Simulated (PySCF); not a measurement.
**[Tl(NH2)2]+: how settings move a single point**

Aim: repeat the single point on relaxed [Tl(NH2)2]+ with altered settings, some of them bad on purpose. It is a constructed species; whether it can be made isn't addressed.

Program: PySCF 2.14.0. Level of theory: BP86, Tl def2-SVP with ECP60, N def2-SVP, H def2-SVP; scalar-relativistic core potentials, no spin–orbit coupling. These are calculated values, not measurements.

1 further run of the same task is left out (for a known fault of the program).

## Step 1: Where the work starts

7 atoms, charge 1, spin multiplicity 1.

Bond lengths: Tl1–N2 2.070 Å, Tl1–N5 2.070 Å, N2–H3 1.038 Å, N2–H4 1.037 Å, N5–H6 1.038 Å, N5–H7 1.037 Å. Angles: N2–Tl1–N5 164.7°, Tl1–N2–H3 108.6°, Tl1–N2–H4 108.9°, H3–N2–H4 106.9°, Tl1–N5–H6 108.6°, Tl1–N5–H7 108.9°, H6–N5–H7 106.9°.

As a file:

```xyz
7

Tl    0.0000    0.0000   -0.0590
N     2.0467    0.1430    0.2174
H     2.4234   -0.8067    0.4020
H     2.4822    0.4751   -0.6631
N    -2.0467   -0.1430    0.2174
H    -2.4234    0.8067    0.4020
H    -2.4822   -0.4751   -0.6631
```

Formal oxidation states: Tl +3. An earlier session relaxed this geometry at BP86, Tl def2-SVP with ECP60, N def2-SVP, H def2-SVP (singlet, point group C2).

The sound run used a (50, 194) grid (finer on f atoms), a threshold of 1e-8 and at most 55 cycles, and ended at -284.194006 Eh.

## Step 2: Altered run 1

Contents of run.py (the lines that set the calculation):

```python
mol = gto.M(atom='''
Tl     0.00000     0.00000    -0.05541
N      1.92388     0.13445     0.20435
H      2.27802    -0.75833     0.37788
H      2.33326     0.44657    -0.62334
N     -1.92388    -0.13445     0.20435
H     -2.27802     0.75833     0.37788
H     -2.33326    -0.44657    -0.62334''',
    basis={'Tl': 'def2-SVP', 'N': 'def2-SVP', 'H': 'def2-SVP'},
    ecp={'Tl': 'def2-SVP'},
    charge=1, spin=0)
mf = dft.RKS(mol, xc='B88,P86')
mf.grids.atom_grid = (50, 194)
mf = mf.density_fit()  # fitting sets: Tl def2-universal-JKFIT, N def2-universal-JKFIT, H def2-universal-JKFIT
mf.conv_tol = 1e-08; mf.max_cycle = 55
mf.kernel(dm0)  # dm0: free metal ions and neutral atoms
```

Run with:

```
$ OMP_NUM_THREADS=2 python run.py
```

Output:

```text
init E= -284.403238860873
  HOMO = -0.551321085298741  LUMO = -0.351471426578929  gap/eV = 5.43819
cycle= 1 E= -284.052158909554  delta_E= 0.351  |g|= 0.715  |ddm|= 2.77
  HOMO = -0.34500340169647  LUMO = -0.244861964045874  gap/eV = 2.72499
cycle= 2 E= -283.231993338123  delta_E= 0.82  |g|= 1.82  |ddm|= 2.29
  HOMO = -0.458780952376798  LUMO = -0.287247136491036  gap/eV = 4.66767
cycle= 3 E= -284.165166577858  delta_E= -0.933  |g|= 0.128  |ddm|= 1.94
  HOMO = -0.45421890705674  LUMO = -0.301934062385133  gap/eV = 4.14388
cycle= 4 E= -284.170673177084  delta_E= -0.00551  |g|= 0.0562  |ddm|= 0.345
  HOMO = -0.450886691114672  LUMO = -0.295485642106819  gap/eV = 4.22868
cycle= 5 E= -284.17157523558  delta_E= -0.000902  |g|= 0.0108  |ddm|= 0.101
  HOMO = -0.452067295052629  LUMO = -0.296179471527283  gap/eV = 4.24192
cycle= 6 E= -284.171607347704  delta_E= -3.21e-05  |g|= 0.00157  |ddm|= 0.0131
  HOMO = -0.452170742042352  LUMO = -0.296221928073221  gap/eV = 4.24358
cycle= 7 E= -284.171608054108  delta_E= -7.06e-07  |g|= 0.000269  |ddm|= 0.00281
  HOMO = -0.452201114555598  LUMO = -0.296236668889696  gap/eV = 4.24401
cycle= 8 E= -284.171608074627  delta_E= -2.05e-08  |g|= 5.69e-05  |ddm|= 0.000442
  HOMO = -0.452205119818736  LUMO = -0.296243146627191  gap/eV = 4.24394
cycle= 9 E= -284.171608075519  delta_E= -8.92e-10  |g|= 4.8e-06  |ddm|= 7.72e-05
  HOMO = -0.452206142994289  LUMO = -0.296243192418817  gap/eV = 4.24397
Extra cycle  E= -284.171608075501  delta_E= 1.81e-11  |g|= 1.01e-05  |ddm|= 1.84e-05
converged SCF energy = -284.171608075501
```

Wall time 2.5 s (2 threads of Arm Neoverse V1, shared host).

Changed: the scale of all coordinates (0.94). It converges in 9 cycles, +0.609 eV from the sound run, with a largest force component of 2.57 eV/Å. The setting is unsound, so these numbers aren't the compound's.

## Step 3: Altered run 2

Contents of run.py (the lines that set the calculation):

```python
mol = gto.M(atom='''
Tl     0.00000     0.00000    -0.05895
N      2.04668     0.14303     0.21739
H      2.42342    -0.80673     0.40200
H      2.48219     0.47508    -0.66313
N     -2.04668    -0.14303     0.21739
H     -2.42342     0.80673     0.40200
H     -2.48219    -0.47508    -0.66313''',
    basis={'Tl': 'def2-SVP', 'N': 'def2-SVP', 'H': 'def2-SVP'},
    ecp={'Tl': 'def2-SVP'},
    charge=1, spin=0)
mf = dft.RKS(mol, xc='B88,P86')
mf.grids.atom_grid = (50, 194)
mf = mf.density_fit()  # fitting sets: Tl def2-universal-JKFIT, N def2-universal-JKFIT, H def2-universal-JKFIT
mf.conv_tol = 1e-08; mf.max_cycle = 55
mf.kernel(dm0)  # dm0: smeared density
```

Run with:

```
$ OMP_NUM_THREADS=2 python run.py
```

Output:

```text
init E= -284.147353489383
  HOMO = -0.447890445925555  LUMO = -0.322492271055008  gap/eV = 3.41226
cycle= 1 E= -284.192411483951  delta_E= -0.0451  |g|= 0.0716  |ddm|= 0.37
  HOMO = -0.429095881190099  LUMO = -0.320040375078801  gap/eV = 2.96755
cycle= 2 E= -284.185600685544  delta_E= 0.00681  |g|= 0.172  |ddm|= 0.321
  HOMO = -0.441401640188504  LUMO = -0.324943762302569  gap/eV = 3.16898
cycle= 3 E= -284.193959914178  delta_E= -0.00836  |g|= 0.0141  |ddm|= 0.21
  HOMO = -0.440245008434761  LUMO = -0.322693148579082  gap/eV = 3.19875
cycle= 4 E= -284.194004219386  delta_E= -4.43e-05  |g|= 0.00287  |ddm|= 0.0186
  HOMO = -0.440546607461807  LUMO = -0.323063180347049  gap/eV = 3.19689
cycle= 5 E= -284.194006355705  delta_E= -2.14e-06  |g|= 0.00041  |ddm|= 0.00489
  HOMO = -0.440544374433117  LUMO = -0.323059360487914  gap/eV = 3.19693
cycle= 6 E= -284.194006398557  delta_E= -4.29e-08  |g|= 5.69e-05  |ddm|= 0.000734
  HOMO = -0.440546039611304  LUMO = -0.323060032674505  gap/eV = 3.19696
cycle= 7 E= -284.19400639971  delta_E= -1.15e-09  |g|= 9.77e-06  |ddm|= 0.000119
  HOMO = -0.440544464159187  LUMO = -0.323060062973127  gap/eV = 3.19691
Extra cycle  E= -284.194006399669  delta_E= 4.13e-11  |g|= 1.57e-05  |ddm|= 3.78e-05
converged SCF energy = -284.194006399669
```

Run time: 2.2 s. Hardware: 2 threads of Arm Neoverse V1, shared host.

Changed: the starting guess (smeared density). It converges in 7 cycles, at the sound run's energy within 0.001 eV, with a largest force component of 0.01 eV/Å. The result survives the change.

## Step 4: Altered run 3

run.py (the lines that set the calculation), as its differences from that of step 3:

```diff
@@ -10,7 +10,7 @@
     ecp={'Tl': 'def2-SVP'},
-    charge=1, spin=0)
-mf = dft.RKS(mol, xc='B88,P86')
+    charge=1, spin=3)
+mf = dft.UKS(mol, xc='B88,P86')
 mf.grids.atom_grid = (50, 194)
 mf = mf.density_fit()  # fitting sets: Tl def2-universal-JKFIT, N def2-universal-JKFIT, H def2-universal-JKFIT
-mf.conv_tol = 1e-08; mf.max_cycle = 55
-mf.kernel(dm0)  # dm0: smeared density
+mf.conv_tol = 1e-08; mf.max_cycle = 83
+mf.kernel(dm0)  # dm0: free metal ions and neutral atoms
```

Run with:

```
$ OMP_NUM_THREADS=2 python run.py
```

Output:

```text
RuntimeError: Electron number 38 and spin 3 are not consistent
Note mol.spin = 2S = Nalpha - Nbeta, not 2S+1
```

Hardware: 2 threads of Arm Neoverse V1, shared host.

Changed: the spin (3 unpaired electrons); the cycle limit is 83. The program refuses it: the number of electrons and the spin don't fit.

## Step 5: Altered run 4

run.py (the lines that set the calculation), as its differences from that of step 4:

```diff
@@ -10,7 +10,7 @@
     ecp={'Tl': 'def2-SVP'},
-    charge=1, spin=3)
-mf = dft.UKS(mol, xc='B88,P86')
+    charge=1, spin=0)
+mf = dft.RKS(mol, xc='B88,P86')
 mf.grids.atom_grid = (50, 194)
 mf = mf.density_fit()  # fitting sets: Tl def2-universal-JKFIT, N def2-universal-JKFIT, H def2-universal-JKFIT
-mf.conv_tol = 1e-08; mf.max_cycle = 83
+mf.conv_tol = 0.0001; mf.max_cycle = 55
 mf.kernel(dm0)  # dm0: free metal ions and neutral atoms
```

Run with:

```
$ OMP_NUM_THREADS=2 python run.py
```

Output:

```text
init E= -284.177144270086
  HOMO = -0.525521853508121  LUMO = -0.378445945161836  gap/eV = 4.00214
cycle= 1 E= -284.109642378902  delta_E= 0.0675  |g|= 0.589  |ddm|=  2.6
  HOMO = -0.343233830147266  LUMO = -0.252679017888139  gap/eV = 2.46412
cycle= 2 E= -283.504123769002  delta_E= 0.606  |g|= 1.56  |ddm|= 1.93
  HOMO = -0.445028282901439  LUMO = -0.316514273073256  gap/eV = 3.49704
cycle= 3 E= -284.187389900208  delta_E= -0.683  |g|= 0.129  |ddm|= 1.66
  HOMO = -0.44199152261832  LUMO = -0.32738387940166  gap/eV = 3.11863
cycle= 4 E= -284.193162562645  delta_E= -0.00577  |g|= 0.0522  |ddm|= 0.349
  HOMO = -0.439360282284332  LUMO = -0.322145514123701  gap/eV = 3.18958
cycle= 5 E= -284.193974072511  delta_E= -0.000812  |g|= 0.0106  |ddm|= 0.0946
  HOMO = -0.44038383028656  LUMO = -0.322986000040213  gap/eV = 3.19456
cycle= 6 E= -284.194005486297  delta_E= -3.14e-05  |g|= 0.00166  |ddm|= 0.012
  HOMO = -0.440834667962275  LUMO = -0.323180900887261  gap/eV = 3.20152
Extra cycle  E= -284.194001477462  delta_E= 4.01e-06  |g|= 0.00411  |ddm|= 0.00752
converged SCF energy = -284.194001477462
```

Wall time 2.1 s (2 threads of Arm Neoverse V1, shared host).

Changed: the SCF threshold (0.0001). It converges in 6 cycles, at the sound run's energy within 0.001 eV, with a largest force component of 0.01 eV/Å. The result survives the change.

## Step 6: Altered run 5

run.py (the lines that set the calculation), as its differences from that of step 5:

```diff
@@ -12,5 +12,5 @@
 mf = dft.RKS(mol, xc='B88,P86')
-mf.grids.atom_grid = (50, 194)
+mf.grids.atom_grid = (99, 590)
 mf = mf.density_fit()  # fitting sets: Tl def2-universal-JKFIT, N def2-universal-JKFIT, H def2-universal-JKFIT
-mf.conv_tol = 0.0001; mf.max_cycle = 55
+mf.conv_tol = 1e-08; mf.max_cycle = 55
 mf.kernel(dm0)  # dm0: free metal ions and neutral atoms
```

Run with:

```
$ OMP_NUM_THREADS=2 python run.py
```

Output:

```text
init E= -284.177204696395
  HOMO = -0.525517333386423  LUMO = -0.378457362921727  gap/eV = 4.00171
cycle= 1 E= -284.109687356637  delta_E= 0.0675  |g|= 0.589  |ddm|=  2.6
  HOMO = -0.343230939531646  LUMO = -0.252679480460019  gap/eV = 2.46403
cycle= 2 E= -283.504126157099  delta_E= 0.606  |g|= 1.56  |ddm|= 1.93
  HOMO = -0.445023152003214  LUMO = -0.316523074282809  gap/eV = 3.49667
cycle= 3 E= -284.187439587909  delta_E= -0.683  |g|= 0.129  |ddm|= 1.66
  HOMO = -0.441986699652043  LUMO = -0.327393741610758  gap/eV = 3.11823
cycle= 4 E= -284.193217221102  delta_E= -0.00578  |g|= 0.0522  |ddm|= 0.349
  HOMO = -0.439355363204617  LUMO = -0.32215480136402  gap/eV = 3.18919
cycle= 5 E= -284.194025322143  delta_E= -0.000808  |g|= 0.0106  |ddm|= 0.0947
  HOMO = -0.44037901473941  LUMO = -0.322995433218068  gap/eV = 3.19417
cycle= 6 E= -284.194056905383  delta_E= -3.16e-05  |g|= 0.00166  |ddm|= 0.012
  HOMO = -0.440508755088858  LUMO = -0.323045433055208  gap/eV = 3.19634
cycle= 7 E= -284.194057904574  delta_E= -9.99e-07  |g|= 0.000224  |ddm|= 0.00283
  HOMO = -0.44053788941952  LUMO = -0.323064788904968  gap/eV = 3.19661
cycle= 8 E= -284.194057918835  delta_E= -1.43e-08  |g|= 4.65e-05  |ddm|= 0.000353
  HOMO = -0.440540442149869  LUMO = -0.323069612587455  gap/eV = 3.19654
cycle= 9 E= -284.194057919501  delta_E= -6.66e-10  |g|= 4.13e-06  |ddm|= 7.08e-05
  HOMO = -0.440541141163889  LUMO = -0.323069756822562  gap/eV = 3.19656
Extra cycle  E= -284.194057919489  delta_E= 1.22e-11  |g|= 8.07e-06  |ddm|= 1.61e-05
converged SCF energy = -284.194057919489
```

It took 6 s on 2 threads of Arm Neoverse V1, shared host.

Changed: the integration grid, to (99, 590). It converges in 9 cycles, -0.001 eV from the sound run, with a largest force component of 0.02 eV/Å. The result survives the change.

## Step 7: Altered run 6

run.py (the lines that set the calculation), as its differences from that of step 6:

```diff
@@ -10,7 +10,7 @@
     ecp={'Tl': 'def2-SVP'},
-    charge=1, spin=0)
+    charge=5, spin=0)
 mf = dft.RKS(mol, xc='B88,P86')
-mf.grids.atom_grid = (99, 590)
+mf.grids.atom_grid = (50, 194)
 mf = mf.density_fit()  # fitting sets: Tl def2-universal-JKFIT, N def2-universal-JKFIT, H def2-universal-JKFIT
-mf.conv_tol = 1e-08; mf.max_cycle = 55
+mf.conv_tol = 1e-08; mf.max_cycle = 93
 mf.kernel(dm0)  # dm0: free metal ions and neutral atoms
```

Run with:

```
$ OMP_NUM_THREADS=2 python run.py
```

Output:

```text
init E= -265.495748298876
  HOMO = -1.8206733600554  LUMO = -1.7832925742541  gap/eV = 1.01718
cycle= 1 E= -268.577621574991  delta_E= -3.08  |g|= 5.16  |ddm|= 5.61
  HOMO = -1.24656219747728  LUMO = -1.23018048537253  gap/eV = 0.44577
cycle= 2 E= -257.26034854786  delta_E= 11.3  |g|= 3.97  |ddm|= 14.4
  HOMO = -1.47525067750235  LUMO = -1.44177121550182  gap/eV = 0.91102
cycle= 3 E= -270.74475677114  delta_E= -13.5  |g|= 4.27  |ddm|= 14.2
  HOMO = -1.88297541696027  LUMO = -1.87759252336943  gap/eV = 0.14648
cycle= 4 E= -275.149638897993  delta_E= -4.4  |g|= 4.19  |ddm|= 3.77
  HOMO = -1.86954976451466  LUMO = -1.82400221017748  gap/eV = 1.23941
cycle= 5 E= -279.628441775079  delta_E= -4.48  |g|= 1.42  |ddm|= 2.95
  HOMO = -1.5999532408922  LUMO = -1.56252948774483  gap/eV = 1.01835
cycle= 6 E= -280.118800845249  delta_E= -0.49  |g|= 0.532  |ddm|= 1.64
  HOMO = -1.65129828054863  LUMO = -1.59446870419248  gap/eV = 1.54641
cycle= 7 E= -280.189329751643  delta_E= -0.0705  |g|= 0.243  |ddm|= 0.682
  HOMO = -1.64029712514115  LUMO = -1.58339244003665  gap/eV = 1.54846
cycle= 8 E= -280.190494674816  delta_E= -0.00116  |g|= 0.216  |ddm|= 0.315
  HOMO = -1.63226248910839  LUMO = -1.57141529975274  gap/eV = 1.65574
cycle= 9 E= -280.207184705716  delta_E= -0.0167  |g|= 0.0357  |ddm|= 0.382
  HOMO = -1.63208355769232  LUMO = -1.57070829432756  gap/eV = 1.67011
cycle= 10 E= -280.207584792837  delta_E= -0.0004  |g|= 0.00821  |ddm|= 0.068
  HOMO = -1.63148730821493  LUMO = -1.56996925560245  gap/eV = 1.67399
cycle= 11 E= -280.207602598706  delta_E= -1.78e-05  |g|= 0.0016  |ddm|= 0.00987
  HOMO = -1.63138600283275  LUMO = -1.56983681636126  gap/eV = 1.67484
cycle= 12 E= -280.207603622923  delta_E= -1.02e-06  |g|= 6.85e-05  |ddm|= 0.00398
  HOMO = -1.63138641157831  LUMO = -1.56983203976415  gap/eV = 1.67498
cycle= 13 E= -280.207603624913  delta_E= -1.99e-09  |g|= 1e-05  |ddm|= 0.000156
  HOMO = -1.63138801224594  LUMO = -1.56983329159467  gap/eV = 1.67499
Extra cycle  E= -280.207603624931  delta_E= -1.75e-11  |g|= 5.85e-06  |ddm|= 1.98e-05
converged SCF energy = -280.207603624931
```

It took 2.8 s on 2 threads of Arm Neoverse V1, shared host.

Changed: the charge (by +4); the cycle limit is 93. It converges in 13 cycles, with a largest force component of 3.62 eV/Å. The setting is unsound, so these numbers aren't the compound's.

## Step 8: Results

| run | changed | ending | energy change (eV) | cycles | time | usable |
| --- | --- | --- | --- | --- | --- | --- |
| 1 | the scale of all coordinates | converged | +0.609 | 9 | 2.5 s | no |
| 2 | the starting guess | converged | 0.000 | 7 | 2.2 s | yes |
| 3 | the spin | refused | – | – | 0 s | no |
| 4 | the SCF threshold | converged | 0.000 | 6 | 2.1 s | yes |
| 5 | the integration grid | converged | -0.001 | 9 | 6 s | yes |
| 6 | the charge | converged | – | 13 | 2.8 s | no |

3 of 6 altered runs give a usable result. 2 ended normally with numbers unfit to quote.
